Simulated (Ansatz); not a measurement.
# CH4N2Sn: basis-set convergence

An exercise on one series of results from a longer session: the logs are not shown, and one member is left open.

The runs use Ansatz 0.2.0, Gaussian basis; one geometry, several basis sets.

Levels to be run: PBE0-D4/def2-SVP; ωB97M-V/def2-SVP; PBE0-D4/def2-QZVPP; ωB97M-V/def2-QZVPP; the functionals' def2-TZVPP values are taken from earlier runs.

### The relaxed structure

All runs share one geometry, relaxed beforehand with PBE0-D4 in a triple-zeta def2 set. Sn takes the def2 core potential; no spin-orbit term is included.

SMILES `C1=[N][SnH2][NH]1`, 8 atoms, charge 0, spin multiplicity 1.

Atoms are counted from 1 here; the program's logs count them from 0.

Bond lengths: C1–N2 1.293 Å, C1–N4 1.366 Å, C1–H5 1.096 Å, N2–Sn3 2.073 Å, Sn3–N4 2.087 Å, Sn3–H6 1.707 Å, Sn3–H7 1.707 Å, N4–H8 1.007 Å. Angles: N2–C1–N4 118.7°, N2–C1–H5 121.5°, N4–C1–H5 119.7°, C1–N2–Sn3 88.4°, N2–Sn3–N4 66.8°, N2–Sn3–H6 122.2°, N2–Sn3–H7 119.8°, N4–Sn3–H6 114.5°, N4–Sn3–H7 114.1°, H6–Sn3–H7 111.5°, C1–N4–Sn3 85.9°, C1–N4–H8 122.3°, Sn3–N4–H8 147.8°.

Geometry (Å):

```csv
atom,x (Å),y (Å),z (Å)
C1,-0.7908,0.1874,-0.9377
N2,0.2009,0.9953,-1.1292
Sn3,1.0632,0.2540,0.6036
N4,-0.8085,-0.5739,0.1969
H5,-1.6195,0.1182,-1.6519
H6,1.1358,1.1651,2.0457
H7,2.3552,-0.8569,0.4989
H8,-1.4440,-1.3462,0.3178
```

The first run:

File in.yaml:

```yaml
crystal:
  periodic: [false, false, false]
  atoms:
    - {symbol: C, position_ang: [-0.790822, 0.187361, -0.937656]}
    - {symbol: N, position_ang: [0.200863, 0.995297, -1.129232]}
    - {symbol: Sn, position_ang: [1.063169, 0.253964, 0.603604]}
    - {symbol: N, position_ang: [-0.808493, -0.573911, 0.196896]}
    - {symbol: H, position_ang: [-1.619501, 0.118159, -1.651901]}
    - {symbol: H, position_ang: [1.135816, 1.165097, 2.045740]}
    - {symbol: H, position_ang: [2.355155, -0.856871, 0.498863]}
    - {symbol: H, position_ang: [-1.443988, -1.346198, 0.317788]}
basis:
  gaussian: {orbitals: def2-SVP}
hamiltonian: {xc: pbe0, dispersion: d4}
output: {orbitals: {seedname: orbitals}}
```

On the command line:

```bash
ansatz run in.yaml --threads 2 --pin off --events-out ev --progress --plain --max-ram 4352MiB
```

Among the steps run: PBE0-D4 in def2-SVP; ωB97M-V in def2-SVP; PBE0-D4 in def2-QZVPP; ωB97M-V in def2-QZVPP.

One table of the session follows, with a row left open; its other results are not shown here.

| functional | basis | HOMO (eV) |
| --- | --- | --- |
| PBE0-D4 | def2-SVP | -6.29 |
| PBE0-D4 | def2-TZVPP | -6.50 |
| PBE0-D4 | def2-QZVPP | ? |
| ωB97M-V | def2-SVP | -8.51 |
| ωB97M-V | def2-TZVPP | -8.75 |
| ωB97M-V | def2-QZVPP | -8.80 |

**Question.** Estimate the row for PBE0-D4, def2-QZVPP.

As computed: HOMO (eV): -6.56. In the column «HOMO (eV)» it lies between ωB97M-V, def2-SVP (-8.51) and PBE0-D4, def2-TZVPP (-6.50).
